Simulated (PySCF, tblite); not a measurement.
**CH₆ClFGeSi, a small molecule taken as a stand-in for a surface group (Ge site with back bonds [SiH3], C, F): NMR shifts, core binding energies and electronic excitations**

What NMR shifts, core binding energies and electronic excitations should one expect for `[CH3][Ge]([F])([SiH3])[Cl]`?

Computed with tblite 0.8.0 and PySCF 2.14.0; each step states its level. No surroundings beyond the atoms listed, unless a continuum is named. Atoms count from 0, parts from 1.

## 1. The system as given

11 atoms, charge 0, multiplicity 1; geometry: distance geometry start.

## 2. Geometry optimisation with GFN2-xTB

The job: settings as JSON, then the geometry in Å.

```
{"job": {"kind": "relax", "xc": "GFN2-xTB", "basis": "xTB"}, "charge": 0, "multiplicity": 1}
Ge     0.904129     1.254935    -0.256393
Si    -0.069175    -0.179521    -1.781791
C     -0.157874     1.309288     1.369042
F      1.026032     2.889334    -0.955591
Cl     2.941875     0.513022     0.210383
H      0.516235     0.020315    -3.074196
H      0.040913    -1.487333    -1.358237
H     -1.475893     0.173128    -1.910636
H     -0.038259     0.412554     1.874528
H     -1.144087     1.426729     1.122785
H      0.165501     2.091536     1.938122
```

Method: GFN2-xTB geometry optimisation, gas phase.

The run is started by

```sh
$ OMP_NUM_THREADS=1 python cluster_run.py task.json out
```

This one command runs all jobs of the session in turn.

The log of the run:

```text
step      E/eV     max force
  0    -496.06937    2.778
  1    -496.35064    1.166
  2    -496.42679    0.581
  3    -496.46484    0.563
  4    -496.48621    0.440
  5    -496.51378    0.583
  6    -496.53377    0.457
  7    -496.54640    0.231
  8    -496.55464    0.233
  9    -496.56176    0.244
 10    -496.57049    0.338
 11    -496.58035    0.339
 12    -496.58790    0.254
 13    -496.59246    0.181
 14    -496.59556    0.178
 15    -496.59855    0.169
 16    -496.60130    0.168
 17    -496.60342    0.188
 18    -496.60516    0.156
 19    -496.60673    0.115
 20    -496.60813    0.128
 21    -496.60957    0.163
 22    -496.61123    0.214
 23    -496.61325    0.231
 24    -496.61578    0.210
 25    -496.61858    0.160
 26    -496.62128    0.178
 27    -496.62370    0.178
 28    -496.62549    0.113
 29    -496.62657    0.088
 30    -496.62742    0.074
 31    -496.62848    0.093
 32    -496.63001    0.122
 33    -496.63188    0.150
 34    -496.63339    0.125
 35    -496.63424    0.066
 36    -496.63471    0.060
 37    -496.63513    0.076
 38    -496.63569    0.084
 39    -496.63636    0.091
 40    -496.63698    0.065
 41    -496.63746    0.055
 42    -496.63783    0.051
 43    -496.63813    0.063
 44    -496.63837    0.054
 45    -496.63851    0.029
 46    -496.63859    0.022
 47    -496.63865    0.019
 48    -496.63873    0.033
 49    -496.63887    0.045
 50    -496.63907    0.048
 51    -496.63931    0.045
 52    -496.63950    0.031
 53    -496.63961    0.020
 54    -496.63968    0.019
 55    -496.63975    0.023
 56    -496.63984    0.029
 57    -496.63995    0.030
 58    -496.64005    0.022
 59    -496.64009    0.010
 60    -496.64011    0.010
 61    -496.64013    0.010
 62    -496.64015    0.012
 63    -496.64017    0.013
 64    -496.64020    0.010
 65    -496.64021    0.007
```

Wall time 1.2 s (1 thread of Arm Neoverse V2, shared host).

Relaxation path: (not every step is listed)

| step | energy from step 0 (eV) | largest force (eV/Å) |
| --- | --- | --- |
| 0 | 0.0000 | 2.7786 |
| 2 | -0.3574 | 0.5807 |
| 4 | -0.4168 | 0.4394 |
| 6 | -0.4644 | 0.4565 |
| 8 | -0.4853 | 0.2330 |
| 10 | -0.5011 | 0.3388 |
| 12 | -0.5185 | 0.2539 |
| 14 | -0.5262 | 0.1785 |
| 16 | -0.5319 | 0.1680 |
| 20 | -0.5388 | 0.1276 |
| 24 | -0.5464 | 0.2101 |
| 28 | -0.5561 | 0.1134 |
| 32 | -0.5606 | 0.1221 |
| 36 | -0.5653 | 0.0602 |
| 40 | -0.5676 | 0.0651 |
| 44 | -0.5690 | 0.0534 |
| 48 | -0.5694 | 0.0324 |
| 52 | -0.5701 | 0.0304 |
| 56 | -0.5705 | 0.0283 |
| 58 | -0.5707 | 0.0215 |
| 60 | -0.5707 | 0.0099 |
| 62 | -0.5708 | 0.0114 |
| 64 | -0.5708 | 0.0100 |
| 65 | -0.5708 | 0.0067 |

Close pairs (by a distance rule), those that changed most:

| bond | before (Å) | after (Å) | change (Å) |
| --- | --- | --- | --- |
| Ge0–Si1 | 2.309 | 2.398 | +0.089 |
| Si1–H6 | 1.379 | 1.463 | +0.084 |
| Ge0–Cl4 | 2.218 | 2.139 | -0.079 |
| C2–H10 | 1.020 | 1.087 | +0.067 |
| Ge0–C2 | 1.942 | 2.007 | +0.064 |
| C2–H9 | 1.023 | 1.085 | +0.062 |
| C2–H8 | 1.036 | 1.086 | +0.049 |
| Ge0–F3 | 1.782 | 1.814 | +0.032 |

## 3. Geometry optimisation at PBE0-D3(BJ)/def2-SVP

The job: settings as JSON, then the geometry in Å.

```
{"job": {"xc": "PBE0", "basis": "def2-SVP", "d3": "d3bj", "grid": 2, "kind": "geom", "shake": 0.01}, "charge": 0, "multiplicity": 1}
Ge     0.575836     0.237496     0.051925
Si    -0.338110    -1.030763    -1.770609
C     -0.372151     0.630067     1.790501
F      0.645849     1.945276    -0.637639
Cl     2.611646    -0.090955     0.502493
H      0.406152    -0.739730    -2.996295
H     -0.212177    -2.442277    -1.411144
H     -1.725548    -0.658814    -1.926210
H     -0.299868    -0.232551     2.465138
H     -1.396470     0.889261     1.649140
H      0.137528     1.464489     2.292999
```

The log of the run:

```text
step   0  E = -2967.05786284  max force = 0.056525
step   1  E = -2967.06487967  max force = 0.050601
step   2  E = -2967.06853665  max force = 0.019698
step   3  E = -2967.06968177  max force = 0.006177
step   4  E = -2967.06991893  max force = 0.002213
step   5  E = -2967.07003122  max force = 0.002705
step   6  E = -2967.07015010  max force = 0.000840
step   7  E = -2967.07016465  max force = 0.000207
optimisation converged
```

It took 74 s on 1 thread of Arm Neoverse V2, shared host; peak memory 0.68 GiB.

Along the way:

| step | energy from step 0 (eV) | largest force component (eV/Å) |
| --- | --- | --- |
| 0 | 0.0000 | 2.9066 |
| 1 | -0.1909 | 2.6020 |
| 2 | -0.2904 | 1.0129 |
| 3 | -0.3216 | 0.3176 |
| 4 | -0.3281 | 0.1138 |
| 5 | -0.3311 | 0.1391 |
| 6 | -0.3344 | 0.0432 |
| 7 | -0.3347 | 0.0106 |

Close pairs (by a distance rule), those that changed most:

| bond | before (Å) | after (Å) | change (Å) |
| --- | --- | --- | --- |
| Ge0–F3 | 1.843 | 1.747 | -0.096 |
| Ge0–C2 | 2.019 | 1.933 | -0.085 |
| Ge0–Cl4 | 2.111 | 2.167 | +0.056 |
| Si1–H7 | 1.445 | 1.494 | +0.049 |
| C2–H9 | 1.066 | 1.100 | +0.033 |
| Si1–H6 | 1.462 | 1.492 | +0.030 |
| Si1–H5 | 1.463 | 1.490 | +0.027 |
| Ge0–Si1 | 2.401 | 2.381 | -0.020 |

The next job starts from the end point, and lists it.

| at the end point | value |
| --- | --- |
| point group (found at 0.08 Å tolerance) | C1 |
| rotational constants (GHz, main isotopes) | 2.224, 1.628, 1.327 |
| dipole moment (D) | 2.99 |

## 4. Nuclear shieldings: PBE0/pcSseg-2

The job: settings as JSON, then the geometry in Å.

```
{"job": {"kind": "nmr", "xc": "PBE0", "basis": "pcSseg-2"}, "charge": 0, "multiplicity": 1}
Ge     0.533833     0.438381     0.020580
Si    -0.317427    -1.026087    -1.653306
C     -0.359554     0.634359     1.723832
F      0.635191     2.036152    -0.679117
Cl     2.583680    -0.148584     0.405970
H      0.476078    -0.839493    -2.900782
H     -0.183408    -2.426445    -1.155010
H     -1.757131    -0.718237    -1.904614
H     -0.288211    -0.304350     2.291053
H     -1.418125     0.888472     1.569651
H      0.128275     1.438682     2.292456
```

Level: GIAO PBE0/pcSseg-2 NMR shielding, non-relativistic, gas phase.

The log of the run:

```text
coarse grid: 45456 points
cycle   1  E = -2967.6697402058  dE = -5.864e-01  |g| = 1.246e+00  |ddm| = 2.350e+00
cycle   2  E = -2967.4364020624  dE =  2.333e-01  |g| = 1.817e+00  |ddm| = 1.150e+00
cycle   3  E = -2967.8004195667  dE = -3.640e-01  |g| = 2.457e-01  |ddm| = 7.886e-01
cycle   4  E = -2967.8085795847  dE = -8.160e-03  |g| = 1.063e-01  |ddm| = 1.473e-01
cycle   5  E = -2967.8100146586  dE = -1.435e-03  |g| = 9.044e-03  |ddm| = 4.820e-02
cycle   6  E = -2967.8100284546  dE = -1.380e-05  |g| = 3.827e-03  |ddm| = 1.041e-02
cycle   7  E = -2967.8100316698  dE = -3.215e-06  |g| = 6.040e-04  |ddm| = 3.236e-03
final grid: 91760 points
cycle   8  E = -2967.8099751114  dE = -1.286e-07  |g| = 8.274e-04  |ddm| = 1.972e-03
cycle   9  E = -2967.8099749697  dE =  1.417e-07  |g| = 1.206e-03  |ddm| = 1.212e-03
cycle  10  E = -2967.8099752573  dE = -2.876e-07  |g| = 1.080e-04  |ddm| = 6.694e-04
cycle  11  E = -2967.8099752593  dE = -2.010e-09  |g| = 1.707e-05  |ddm| = 6.431e-05
cycle  12  E = -2967.8099752594  dE = -5.957e-11  |g| = 4.895e-06  |ddm| = 1.354e-05
converged SCF energy = -2967.8099752594

GIAO shielding tensors (ppm)
atom      isotropic    diamagn.    paramagn.     s11        s22        s33       span
  0 Ge    1187.816    2757.577   -1569.761   1083.216   1205.849   1274.383    191.167
  1 Si     441.743     879.295    -437.553    435.603    439.375    450.250     14.647
  2 C      174.973     242.291     -67.318    161.985    170.507    192.426     30.441
  3 F      343.225     470.354    -127.129    277.132    349.714    402.830    125.698
  4 Cl     862.555    1149.148    -286.593    672.700    924.842    990.123    317.423
  5 H       27.367      28.080      -0.713     23.912     25.592     32.598      8.686
  6 H       27.558      28.600      -1.042     24.178     25.825     32.672      8.493
  7 H       27.468      28.621      -1.153     23.880     25.382     33.143      9.263
  8 H       30.590      29.179       1.412     26.069     28.188     37.513     11.444
  9 H       30.391      29.416       0.974     25.528     27.580     38.064     12.536
 10 H       30.108      27.874       2.234     25.500     27.709     37.115     11.615
```

It took 52 s on 1 thread of Arm Neoverse V2, shared host; peak memory 1.5 GiB.

Shifts follow as δ = σ(reference) − σ, with reference shieldings (ppm) from runs at the same level and on the same kind of geometry: 1H TMS 31.25, 13C TMS 184.1, 29Si TMS 341.3, 19F CFCl3 175.8, 73Ge GeMe4 1337, 35Cl HCl 941. The references are single molecules in the gas phase, so shifts against H2O, NH3, PH3, H3PO4 or CFCl3 are not on the usual liquid scales and can be off by tens of ppm.

| atoms | environment | σ (ppm) | δ (ppm) |
| --- | --- | --- | --- |
| C2 | carbon bonded to Ge, 3 H | 175.0 | 9.2 |
| H5 | hydrogen on a silicon bonded to Ge | 27.37 | 3.88 |
| H7 | hydrogen on a silicon bonded to Ge | 27.47 | 3.78 |
| H6 | hydrogen on a silicon bonded to Ge | 27.56 | 3.69 |
| H10 | hydrogen on a carbon bonded to Ge | 30.11 | 1.14 |
| H9 | hydrogen on a carbon bonded to Ge | 30.39 | 0.85 |
| H8 | hydrogen on a carbon bonded to Ge | 30.59 | 0.65 |
| Ge0 | germanium bonded to C, Cl, F, Si | 1188 | 149 |
| Si1 | silicon bonded to Ge, 3 H | 441.7 | -100.5 |
| F3 | fluorine bonded to Ge | 343.2 | -167.4 |
| Cl4 | chlorine bonded to Ge | 863 | 78 |

Charges from the same density, by scheme (e):

| atoms | Mulliken | IAO | Hirshfeld | ESP fit |
| --- | --- | --- | --- | --- |
| Ge0 | 0.47 | 1.01 | 0.41 | 0.57 |
| Si1 | 0.47 | 0.30 | 0.23 | 0.05 |
| C2 | -0.13 | -0.71 | -0.21 | -0.61 |
| F3 | -0.43 | -0.53 | -0.26 | -0.32 |
| Cl4 | -0.26 | -0.33 | -0.17 | -0.22 |

Mayer bond orders: Ge0–Si1 0.89, Ge0–C2 0.94, Ge0–F3 0.86, Ge0–Cl4 1.03.

## 5. X-ray photoelectron lines: SCAN, X2C

Same as in step 4 but for these lines:

```diff
@@ -1,2 +1,2 @@
-{"job": {"kind": "nmr", "xc": "PBE0", "basis": "pcSseg-2"}, "charge": 0, "multiplicity": 1}
+{"job": {"kind": "xps", "holes": 5}, "charge": 0, "multiplicity": 1}
 Ge     0.533833     0.438381     0.020580
```

Level: delta-SCF UKS SCAN, pcX-2 on the ionised atom, pcseg-1 elsewhere, spin-free X2C.

The log of the run:

```text
ground state, core basis on atom 1 (Si), 163 functions
  cycle   1  E = -2987.16629682  |g| = 6.69e-01
  cycle   2  E = -2986.89748043  |g| = 1.38e+00
  cycle   3  E = -2987.25300243  |g| = 2.06e-01
  cycle   4  E = -2987.26254613  |g| = 5.08e-02
  cycle   5  E = -2987.26317336  |g| = 1.37e-02
  cycle   6  E = -2987.26323500  |g| = 2.74e-03
  cycle   7  E = -2987.26323699  |g| = 5.21e-04
  cycle   8  E = -2987.26323651  |g| = 2.03e-04
  E(ground) = -2987.38709826 Eh
hole in Si 2p of atom 1
  cycle   1  E = -2982.96994864  |g| = 1.23e+00
  cycle   2  E = -2982.76763207  |g| = 1.14e+00
  cycle   3  E = -2983.23432015  |g| = 3.39e-01
  cycle   4  E = -2983.29655027  |g| = 1.52e-01
  cycle   5  E = -2983.30317299  |g| = 7.57e-02
  cycle   6  E = -2983.30558098  |g| = 2.20e-02
  cycle   7  E = -2983.30580668  |g| = 5.29e-03
  cycle   8  E = -2983.30582350  |g| = 1.78e-03
  cycle   9  E = -2983.30582509  |g| = 5.33e-04
  cycle  10  E = -2983.30582512  |g| = 2.82e-04
  E(ion) = -2983.44113989 Eh   <S^2> = 0.7531   hole on atom = 1.002   binding energy = 107.375 eV
  2p3/2 = 107.156 eV   2p1/2 = 107.779 eV
ground state, core basis on atom 2 (C), 152 functions
  cycle   1  E = -2987.17253753  |g| = 5.91e-02
  cycle   2  E = -2987.17248709  |g| = 2.50e-02
  cycle   3  E = -2987.17253609  |g| = 2.28e-02
  cycle   4  E = -2987.17269242  |g| = 3.41e-03
  cycle   5  E = -2987.17269257  |g| = 7.09e-04
  cycle   6  E = -2987.17269608  |g| = 1.95e-04
  E(ground) = -2987.33815405 Eh
hole in C 1s of atom 2
  cycle   1  E = -2975.90627565  |g| = 1.51e+00
  cycle   2  E = -2975.18770701  |g| = 1.82e+00
  cycle   3  E = -2976.41999603  |g| = 3.77e-01
  cycle   4  E = -2976.45143547  |g| = 2.81e-01
  cycle   5  E = -2976.48328571  |g| = 7.22e-02
  cycle   6  E = -2976.48462153  |g| = 3.24e-02
  cycle   7  E = -2976.48515270  |g| = 8.45e-03
  cycle   8  E = -2976.48519994  |g| = 2.75e-03
  cycle   9  E = -2976.48520505  |g| = 7.21e-04
  cycle  10  E = -2976.48520679  |g| = 2.95e-04
  E(ion) = -2976.64973165 Eh   <S^2> = 0.7687   hole on atom = 1.000   binding energy = 290.847 eV
ground state, core basis on atom 3 (F), 152 functions
  cycle   1  E = -2987.21516642  |g| = 1.24e-01
  cycle   2  E = -2987.21398378  |g| = 1.04e-01
  cycle   3  E = -2987.21465938  |g| = 7.93e-02
  cycle   4  E = -2987.21555531  |g| = 5.96e-03
  cycle   5  E = -2987.21556501  |g| = 1.29e-03
  cycle   6  E = -2987.21556215  |g| = 2.40e-04
  E(ground) = -2987.38412316 Eh
hole in F 1s of atom 3
  cycle   1  E = -2960.89142616  |g| = 2.59e+00
  cycle   2  E = -2960.74844093  |g| = 2.18e+00
  cycle   3  E = -2961.73479894  |g| = 3.83e-01
  cycle   4  E = -2961.73016244  |g| = 3.48e-01
  cycle   5  E = -2961.80984833  |g| = 4.52e-02
  cycle   6  E = -2961.81091511  |g| = 2.55e-02
  cycle   7  E = -2961.81134145  |g| = 5.77e-03
  cycle   8  E = -2961.81135827  |g| = 2.00e-03
  cycle   9  E = -2961.81136268  |g| = 3.61e-04
  E(ion) = -2961.98755270 Eh   <S^2> = 0.7572   hole on atom = 1.000   binding energy = 691.076 eV
ground state, core basis on atom 4 (Cl), 163 functions
  cycle   1  E = -2987.35609223  |g| = 4.93e-01
  cycle   2  E = -2987.35241808  |g| = 1.80e-01
  cycle   3  E = -2987.34317627  |g| = 2.92e-01
  cycle   4  E = -2987.35758539  |g| = 1.36e-02
  cycle   5  E = -2987.35761691  |g| = 4.29e-03
  cycle   6  E = -2987.35762250  |g| = 8.39e-04
  cycle   7  E = -2987.35762215  |g| = 3.16e-04
  E(ground) = -2987.50613732 Eh
hole in Cl 2p of atom 4
  cycle   1  E = -2979.30069866  |g| = 1.70e+00
  cycle   2  E = -2979.34330894  |g| = 1.23e+00
  cycle   3  E = -2979.72866993  |g| = 3.13e-01
  cycle   4  E = -2979.75440816  |g| = 2.45e-01
  cycle   5  E = -2979.77324385  |g| = 6.71e-02
  cycle   6  E = -2979.77537143  |g| = 2.00e-02
  cycle   7  E = -2979.77556139  |g| = 7.12e-03
  cycle   8  E = -2979.77559459  |g| = 1.38e-03
  cycle   9  E = -2979.77559602  |g| = 3.19e-04
  E(ion) = -2979.93414895 Eh   <S^2> = 0.7521   hole on atom = 1.001   binding energy = 206.044 eV
  2p3/2 = 205.463 eV   2p1/2 = 207.117 eV
```

It took 25 s on 1 thread of Arm Neoverse V2, shared host; peak memory 0.52 GiB.

The holes in one table. −ε is the ground-state orbital energy:

| hole | stands for | environment | ΔSCF (eV; 2p as the shell's mean) | −ε (eV) | ⟨S²⟩ |
| --- | --- | --- | --- | --- | --- |
| Si2p on Si1 | Si1 | silicon bonded to Ge, 3 H | 107.36 | 96.9 | 0.753 |
| C1s on C2 | C2 | carbon bonded to Ge, 3 H | 290.85 | 274.2 | 0.769 |
| F1s on F3 | F3 | fluorine bonded to Ge | 691.08 | 665.9 | 0.757 |
| Cl2p on Cl4 | Cl4 | chlorine bonded to Ge | 206.01 | 193.2 | 0.752 |

With the spin-orbit splitting: Si1 2p3/2 107.16, 2p1/2 107.78 eV; Cl4 2p3/2 205.46, 2p1/2 207.12 eV. The table gives each 2p level as the mean over the whole 2p shell (two parts 2p3/2, one part 2p1/2), which differs a little from the single hole in the log.

## 6. Excited states and response: CAM-B3LYP/def2-SVPD

Same as in step 5 but for these lines:

```diff
@@ -1,2 +1,2 @@
-{"job": {"kind": "xps", "holes": 5}, "charge": 0, "multiplicity": 1}
+{"job": {"kind": "uv", "xc": "CAM-B3LYP", "basis": "def2-SVPD", "nstates": 6, "ntriplets": 2, "ip": true}, "charge": 0, "multiplicity": 1}
 Ge     0.533833     0.438381     0.020580
```

Level: TDDFT CAM-B3LYP/def2-SVPD, vertical, gas phase, core orbitals frozen in the response.

The log of the run:

```text
coarse grid: 45456 points
cycle   1  E = -2967.7462793970  dE = -5.382e-01  |g| = 7.504e-01  |ddm| = 3.754e+00
cycle   2  E = -2967.6781293573  dE =  6.815e-02  |g| = 1.057e+00  |ddm| = 1.843e+00
cycle   3  E = -2967.8499895871  dE = -1.719e-01  |g| = 1.018e-01  |ddm| = 9.175e-01
cycle   4  E = -2967.8518898805  dE = -1.900e-03  |g| = 3.324e-02  |ddm| = 1.523e-01
cycle   5  E = -2967.8520950096  dE = -2.051e-04  |g| = 5.484e-03  |ddm| = 4.389e-02
cycle   6  E = -2967.8521026528  dE = -7.643e-06  |g| = 1.601e-03  |ddm| = 1.104e-02
final grid: 91760 points
cycle   7  E = -2967.8520592850  dE = -4.759e-07  |g| = 1.247e-03  |ddm| = 4.462e-03
cycle   8  E = -2967.8520593757  dE = -9.072e-08  |g| = 1.083e-03  |ddm| = 2.652e-03
cycle   9  E = -2967.8520595472  dE = -1.715e-07  |g| = 9.966e-05  |ddm| = 1.133e-03
cycle  10  E = -2967.8520595493  dE = -2.037e-09  |g| = 3.992e-05  |ddm| = 1.195e-04
cycle  11  E = -2967.8520595499  dE = -5.716e-10  |g| = 9.182e-06  |ddm| = 9.576e-05
converged SCF energy = -2967.8520595499

Static polarisability (au): isotropic 86.258, principal 73.115 87.679 97.979

Singlet excitations
state   eV       nm        f      main configurations
  1   6.7798    182.9   0.07909   H->L 0.69, H->L+2 0.14
  2   6.8086    182.1   0.02036   H->L+1 0.77, H->L+2 0.17
  3   7.4840    165.7   0.33753   H->L+2 0.59, H->L 0.19, H->L+1 0.10
  4   7.5218    164.8   0.02671   H-1->L 0.82
  5   7.8172    158.6   0.08000   H->L+3 0.86
  6   7.9870    155.2   0.05625   H-2->L 0.63, H-1->L+1 0.14

Triplet excitations (Tamm-Dancoff, eV): 6.0584 6.1602
Vertical ionisation energy (delta-SCF) = 10.3831 eV
```

It took 90 s on 1 thread of Arm Neoverse V2, shared host; peak memory 0.99 GiB.

The orbitals next to the gap, with their largest atomic shares:

| orbital | eV | atoms |
| --- | --- | --- |
| HOMO−3 | -11.33 | Cl4 35 %, C2 16 %, Ge0 12 % |
| HOMO−2 | -10.99 | Cl4 62 %, Ge0 11 %, Si1 9 % |
| HOMO−1 | -10.58 | Cl4 85 %, Ge0 7 % |
| HOMO | -9.60 | Cl4 30 %, Si1 21 %, Ge0 20 % |
| LUMO | 0.46 | Cl4 26 %, Si1 26 %, Ge0 19 % |
| LUMO+1 | 0.56 | Si1 30 %, Ge0 25 %, C2 9 % |
| LUMO+2 | 0.64 | Si1 28 %, Ge0 24 %, C2 10 % |

With each of the 6 states as a Gaussian band of 0.4 eV half-width at 1/e, the curve within the window shown has maxima at 165 nm (ε 17,000) L/(mol cm). Beyond the last state computed it falls off for lack of states. The curve at chosen wavelengths:

| nm | ε (L/mol/cm) |
| --- | --- |
| 150 | 2384 |
| 152 | 4001 |
| 154 | 6091 |
| 156 | 8569 |
| 158 | 11268 |
| 160 | 13889 |
| 162 | 15997 |
| 164 | 17139 |
| 166 | 17037 |
| 168 | 15741 |
| 170 | 13626 |
| 172 | 11229 |
| 174 | 9040 |
| 177 | 6708 |
| 179 | 5791 |
| 181 | 5197 |
| 183 | 4736 |
| 185 | 4266 |
| 187 | 3725 |
| 189 | 3119 |
| 191 | 2492 |
| 193 | 1899 |
| 195 | 1381 |
| 197 | 960 |
| 199 | 639 |
| 201 | 409 |

Ground-state properties from the same run:

| property | computed |
| --- | --- |
| dipole moment (D) | 3.29 |
| polarisability (Å³) | 12.78 |
| HOMO–LUMO gap (eV) | 10.06 |
| −ε(HOMO) (eV) | 9.60 |

## 7. Summary of results

| quantity | value |
| --- | --- |
| point group | C1 |
| rotational constants (main isotopes) | 2.22, 1.63, 1.33 GHz |
| 13C shifts against TMS (PBE0/pcSseg-2) | 9.2 ppm |
| 1H shifts against TMS (PBE0/pcSseg-2) | 3.88, 3.78, 3.69, 1.14, 0.85, 0.65 ppm |
| 73Ge shifts against GeMe4 (PBE0/pcSseg-2) | 149 ppm |
| 29Si shifts against TMS (PBE0/pcSseg-2) | -100.5 ppm |
| 19F shifts against CFCl3 (PBE0/pcSseg-2) | -167.4 ppm |
| 35Cl shifts against HCl (PBE0/pcSseg-2) | 78 ppm |
| Si2p binding energies, SCAN/pcX-2 | Si1 107.36 eV |
| C1s binding energies, SCAN/pcX-2 | C2 290.85 eV |
| F1s binding energies, SCAN/pcX-2 | F3 691.08 eV |
| Cl2p binding energies, SCAN/pcX-2 | Cl4 206.01 eV |
| lowest singlet (CAM-B3LYP/def2-SVPD) | 6.78 eV (183 nm), f = 0.079 |
| brightest single state of those computed | state 3, 7.48 eV, f = 0.338 |
| lowest triplet | 6.06 eV |
| vertical ionisation energy (ΔSCF) | 10.38 eV |

The start of the PBE0/def2-SVP relaxation was shaken at random by about 0.01 Å, so part of the energy gained, and of the first lengths quoted, undoes that. Relaxing lowered the energy by 0.335 eV in 7 steps; the close pair that moved most is Ge0–F3, from 1.843 to 1.747 Å (PBE0/def2-SVP). No frequency check was run at this level, so the end point may be a saddle. Hydrogens of an XH3 group are listed apart at this fixed geometry; free rotation makes them one line at their mean. At PBE0/pcSseg-2: The widest tensor belongs to Cl4: span 317 ppm, with a paramagnetic part of -287 ppm. The lowest singlet, at 6.78 eV, is HOMO→LUMO 0.69, HOMO→LUMO+2 0.14 and is bright; of the 6 states computed, the strongest absorption comes from state 3 at 7.48 eV. The lowest triplet lies 0.72 eV below the lowest singlet (triplets in Tamm-Dancoff, singlets in full TDDFT). The orbital energy would give 9.60 eV for ionisation, ΔSCF gives 10.38 eV. Spin-orbit coupling is left out, which matters for shieldings and couplings at and beside the heavy atoms. A capped cluster stands for the solid here, so long-range fields and strain are missing, and bands or shifts of the capping hydrogens have no counterpart in it.
